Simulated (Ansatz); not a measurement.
# GeH4 (singlet): wave-function methods side by side at distance Ge1–H2 = 2.786 Å, cc-pVTZ

How much of the correlation energy of GeH4 (singlet) does each wave-function method recover here?

Method: cc-pVTZ, core rule «outside noble gas», up to 14 orbitals frozen; program: Ansatz 0.2.0, Gaussian basis.

The runs, in order: UHF; CCSD(T) on RHF; CCSD(T) on UHF; BCCD(T) on RHF; CCSDT(Q) on RHF; CCSDT(Q) on UHF; CASSCF and MRCISD+Q, 2 electrons in 2 orbitals; CASSCF and NEVPT2, 2 electrons in 2 orbitals; CASSCF and MRCISD+Q, 8 electrons in 8 orbitals; CASSCF and NEVPT2, 8 electrons in 8 orbitals.

## 1. The system

The geometry derives from a PBE0/def2-TZVP stationary point (not a proven minimum). One bond is set to the value named and the two fragments are kept rigid. No spin-orbit coupling is included. The filled d shell of Ge may be among the frozen orbitals whatever the setting's name suggests.

5 atoms, charge 0, spin multiplicity 1.

Atoms are counted from 1 here; the program's logs count them from 0.

Bond lengths: Ge1–H3 1.534 Å, Ge1–H4 1.534 Å, Ge1–H5 1.534 Å. Angles: H3–Ge1–H4 109.5°, H3–Ge1–H5 109.5°, H4–Ge1–H5 109.5°.

## 2. UHF

File in.yaml:

```yaml
crystal:
  periodic: [false, false, false]
  atoms:
    - {symbol: Ge, position_ang: [-0.009484, -0.009514, -0.009502]}
    - {symbol: H, position_ang: [1.596230, 1.601419, 1.599340]}
    - {symbol: H, position_ang: [-0.897369, -0.893535, 0.876159]}
    - {symbol: H, position_ang: [-0.893309, 0.874999, -0.898726]}
    - {symbol: H, position_ang: [0.877903, -0.897206, -0.891986]}
basis:
  gaussian: {orbitals: cc-pVTZ}
magnetization: {spin_polarized: true, initial_magnetization: 0}
hamiltonian: {xc: hf}
output: {orbitals: {seedname: orbitals}}
```

Launch:

```bash
> ansatz run in.yaml --threads 1 --pin off --events-out ev --progress --plain --max-ram 2816MiB --backend cpu
```

After this run come: CCSD(T) on RHF; CCSD(T) on UHF; BCCD(T) on RHF; CCSDT(Q) on RHF; CCSDT(Q) on UHF; CASSCF and MRCISD+Q, 2 electrons in 2 orbitals; CASSCF and NEVPT2, 2 electrons in 2 orbitals; CASSCF and MRCISD+Q, 8 electrons in 8 orbitals; CASSCF and NEVPT2, 8 electrons in 8 orbitals.

Q: Predict the results of all the runs planned. Wanted: RCCSDT(Q) from the RHF energy; RMP2 from RCCSDT(Q); UMP2 from RCCSDT(Q); RCCSD from RCCSDT(Q); RCCSD(T) from RCCSDT(Q); UCCSD(T) from RCCSDT(Q); UCCSDT(Q) from RCCSDT(Q); NEVPT2 pair from RCCSDT(Q); MRCISD+Q pair from RCCSDT(Q).

As calculated:

| quantity | value |
| --- | --- |
| RCCSDT(Q) from the RHF energy | -5.4263 eV |
| RMP2 from RCCSDT(Q) | +1423.1 meV |
| UMP2 from RCCSDT(Q) | +1281.9 meV |
| RCCSD from RCCSDT(Q) | +240.6 meV |
| RCCSD(T) from RCCSDT(Q) | +38.3 meV |
| UCCSD(T) from RCCSDT(Q) | +105.1 meV |
| UCCSDT(Q) from RCCSDT(Q) | +5.0 meV |
| NEVPT2 pair from RCCSDT(Q) | +821.2 meV |
| MRCISD+Q pair from RCCSDT(Q) | +2.7 meV |
| NEVPT2 valence from RCCSDT(Q) | +785.0 meV |
| levels within 1 kcal/mol (43 meV) | RCCSD(T), BCCD(T), RCCSDT, UCCSDT, UCCSDT(Q), MRCISD+Q pair, MRCISD+Q valence |
| T1 diagnostic | 0.036 |
| effectively unpaired electrons | 0.49 |

What this shows: RCCSD(T) lands +38.3 meV from the yardstick (0.7 % of the correlation energy). CCSD(T) misses by +38.3 meV on the restricted determinant and by +105.1 meV on the unrestricted one; the two need not hold the same state or core. The occupations show static correlation (0.49 effectively unpaired electrons where one determinant has 0). Of the multireference levels listed MRCISD+Q pair comes nearest in total energy (+2.7 meV), which doesn't show that its space is the better one. These misses are within one basis, not against nature.
